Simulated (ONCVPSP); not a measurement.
# An ONCV potential for Cu, from input to tests

Task: generate the file, and judge it by its errors in other configurations, its logarithmic derivatives, its ghosts and its cutoff.

Method: ONCVPSP 4.0.1.1 (patched build), PBE, scalar-relativistic.

## 1. The atom and the settings

Typed settings, in words:

| Property | Result |
| --- | --- |
| element | copper (Cu, Z = 29) |
| type | optimised norm-conserving Vanderbilt (ONCV) |
| frozen core | [Ne] |
| valence charge | 19 |
| reference configuration | 3s2 3p6 3d10 (charge +1) |
| partial waves | 3s: rc 0.70 bohr, ncon 3, nbas 6, qcut 10.3 1/bohr, 3 projectors, debl 0.5 Ha; 3p: rc 0.75 bohr, ncon 3, nbas 6, qcut 9.7 1/bohr, 3 projectors, debl 2.8 Ha; 3d: rc 1.45 bohr, ncon 4, nbas 9, qcut 9.5 1/bohr, 1 projector |
| local potential | polynomial inside 0.60 bohr (lpopt 5, dvloc0 0 Ha) |
| core correction | not asked for |

An earlier all-electron run gives the scale for the radii.

All-electron outer shells of the reference configuration (PBE, scalar-relativistic, ld1.x):

| shell | level (eV) | outermost node (bohr) | outermost maximum (bohr) |
| --- | --- | --- | --- |
| 3s | -123.32 | 0.29 | 0.61 |
| 3p | -80.79 | 0.26 | 0.62 |
| 3d | -13.66 | – | 0.60 |
| 4s | -11.89 | 0.89 | 2.13 |
| 4p | -6.55 | 0.97 | 2.81 |

## 2. Generating the potential

The input, Cu.dat:

```
# ATOM AND REFERENCE CONFIGURATION
# atsym  z   nc   nv     iexc    psfile
  Cu 29.00    3    3        4      upf
#
#   n    l    f
    1    0    2.00
    2    0    2.00
    2    1    6.00
    3    0    2.00
    3    1    6.00
    3    2   10.00
#
# PSEUDOPOTENTIAL AND OPTIMIZATION
# lmax
    2
#
#   l,   rc,      ep,       ncon, nbas, qcut
    0    0.70    0.00    3    6   10.30
    1    0.75    0.00    3    6    9.70
    2    1.45    0.00    4    9    9.50
#
# LOCAL POTENTIAL
# lloc, lpopt,  rc(5),   dvloc0
    4    5    0.60    0.00
#
# VANDERBILT-KLEINMAN-BYLANDER PROJECTORs
# l, nproj, debl
    0    3    0.50
    1    3    2.80
    2    1    0.70
#
# MODEL CORE CHARGE
# icmod, fcfact, rcfact
    0    0.00    0.00
#
# LOG DERIVATIVE ANALYSIS
# epsh1, epsh2, depsh
   -6.00    5.00    0.04
#
# OUTPUT GRID
# rlmax, drl
    6.00    0.01
#
# TEST CONFIGURATIONS
# ncnf
    4
# nvcnf
#   n    l    f
    4
    3    0    2.00
    3    1    6.00
    3    2   10.00
    4    0    1.00
#
    3
    3    0    2.00
    3    1    6.00
    3    2    9.00
#
    3
    3    0    2.00
    3    1    6.00
    3    2    8.00
#
    4
    3    0    2.00
    3    1    6.00
    3    2   10.00
    4    1    1.00
#
```

On the command line:

```console
oncvpsp.x < Cu.dat > Cu.out
```

**Question.** What will these runs give? Wanted: cutoffs; bound ghosts; GHOST(+) flags; largest test error; largest phase difference near zero energy, channels read; projector energies reset by the program.

As calculated:

| quantity | value |
| --- | --- |
| cutoffs | not determined |
| bound ghosts | s at -1284.81 eV |
| GHOST(+) flags | s at 982 eV, p at 7160 eV |
| largest test error (AE − PS) | +53 meV, for 3s2 3p6 3d8 |
| largest phase difference near zero energy, channels read | 0.025 rad |
| projector energies reset by the program | s: -4.532, 0.250, 0.750 Ha; p: -2.969, 0.250, 3.050 Ha |

In words: A bound ghost (s) makes it unfit for use: electrons can fall into a state that the atom doesn't have. By total energies transferability is fair: the largest error is 53 meV on 60.4 eV, for 3s2 3p6 3d8. That test lies far up in energy; among those under 40 eV, nearer to bonding, the largest error is 8.0 meV. Near zero energy the phases of the channels with partial waves agree within 0.025 rad. The program also flags highly localised states, GHOST(+) (s, p). All of this concerns the isolated atom, not yet a solid.
